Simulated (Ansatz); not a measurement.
# GeH4O (built from SMILES O.[GeH2]): one structure at several levels

One table from this session's results is given with a row withheld; the runs are named, their logs left out.

Method: single points in def2-TZVPP; program: Ansatz 0.2.0, Gaussian basis.

Correlated methods freeze the cores. Filled d shells of the heavier atoms are correlated.

### Starting geometry

6 atoms, charge 0, spin multiplicity 1.

Atoms are counted from 1 here; the program's logs count them from 0.

Bond lengths: Ge1–H2 1.658 Å, Ge1–H5 1.400 Å, H2–O3 1.160 Å, O3–H6 0.874 Å. Angles: H2–Ge1–H5 80.9°, Ge1–H2–O3 110.1°, H2–O3–H6 94.9°.

Geometry (Å):

| atom | x (Å) | y (Å) | z (Å) |
| --- | --- | --- | --- |
| Ge1 | -0.1582 | 0.6183 | 1.0600 |
| H2 | 0.2312 | -0.0728 | -0.3959 |
| O3 | 0.0557 | -1.2183 | -0.3519 |
| H4 | 0.5097 | 1.3988 | -0.5408 |
| H5 | -1.3815 | 0.7857 | 0.4005 |
| H6 | 0.8991 | -1.4194 | -0.2405 |

Set-up of the first run:

run/in.yaml

```yaml
crystal:
  periodic: [false, false, false]
  atoms:
    - {symbol: Ge, position_ang: [-0.158200, 0.618300, 1.060000]}
    - {symbol: H, position_ang: [0.231200, -0.072800, -0.395900]}
    - {symbol: O, position_ang: [0.055700, -1.218300, -0.351900]}
    - {symbol: H, position_ang: [0.509700, 1.398800, -0.540800]}
    - {symbol: H, position_ang: [-1.381500, 0.785700, 0.400500]}
    - {symbol: H, position_ang: [0.899100, -1.419400, -0.240500]}
basis:
  gaussian: {orbitals: def2-TZVPP}
correlation: {method: ccsd_t}
output: {forces: true}
```

The command line of these runs was not kept.

Steps of the session up to this table: CCSD(T)/def2-TZVPP; PBE0-D4/def2-TZVPP; wB97M-V/def2-TZVPP; r2SCAN-D4/def2-TZVPP; PBE-D4/def2-TZVPP; BLYP-D4/def2-TZVPP; B97M-V/def2-TZVPP.

One table of the session follows, with a row left open; its other results are not shown here.

```
   method  RMS force component (eV/Å)  angle to CCSD(T) forces (°)  dipole (D)
  CCSD(T)                       2.919                    reference        0.88
  PBE0-D4                       2.895                          2.0        0.92
  wB97M-V                       2.925                          1.3        0.96
r2SCAN-D4                       2.854                          3.3        0.90
   PBE-D4                       2.967                          6.9        0.93
  BLYP-D4                           ?                            ?           ?
   B97M-V                       2.816                          2.0        0.96
```

Estimate the missing values for BLYP-D4.

The run gave: RMS force component (eV/Å): 2.953; angle to CCSD(T) forces (°): 7.5; dipole (D): 1.02. In the column «RMS force component (eV/Å)» it lies between wB97M-V (2.925) and PBE-D4 (2.967).

Limits of these values: CCSD(T) in triple zeta still lacks some correlation energy of the bonds, so part of these gaps is its own basis error and they don't rank the functionals.
